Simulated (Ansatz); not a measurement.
# CHGa2: the cost of one run

Program: Ansatz 0.2.0, Gaussian basis. Level of theory: cc-pVTZ, core rule «outside noble gas», up to 29 orbitals frozen. These are calculated values, not measurements.

The runs, in order: UHF; CCSD(T) on ROHF; CCSD(T) on UHF; BCCD(T) on ROHF; CCSDT(Q) on ROHF; CCSDT(Q) on UHF.

3 further runs of the same task are left out: 3 set aside as unsound or not needed. Runs told in other sessions of the task aren't counted.

### Step 1. What is computed

The geometry is a PBE0/def2-TZVP stationary point (not a proven minimum) of the parent state, kept for this charge and spin. No spin-orbit coupling is included. The filled d shell of Ga may be among the frozen orbitals whatever the setting's name suggests.

4 atoms, charge 0, spin multiplicity 2.

Atoms are counted from 1 here; the program's logs count them from 0.

Bond lengths: Ga1–C2 2.021 Å, C2–Ga3 2.001 Å, Ga3–H4 1.615 Å. Angles: Ga1–C2–Ga3 175.9°, C2–Ga3–H4 115.6°.

### Step 2. UHF

in.yaml

```yaml
crystal:
  periodic: [false, false, false]
  atoms:
    - {symbol: Ga, position_ang: [-0.000039, -0.311616, 2.680606]}
    - {symbol: C, position_ang: [0.000076, -0.414160, 0.662323]}
    - {symbol: Ga, position_ang: [-0.000040, -0.372809, -1.338163]}
    - {symbol: H, position_ang: [0.000002, 1.098586, -2.004765]}
basis:
  gaussian: {orbitals: cc-pVTZ}
magnetization: {spin_polarized: true, initial_magnetization: 1}
hamiltonian: {xc: hf}
output: {orbitals: {seedname: orbitals}}
```

Command:

```
$ ansatz run in.yaml --threads 1 --pin off --events-out ev --progress --plain --max-ram 2816MiB --backend cpu
```

**Question.** How long does this run take on 1 thread of AMD EPYC 7R13, shared host, and how much memory does it need?

About 47 s, with a peak of 0.4 GiB.
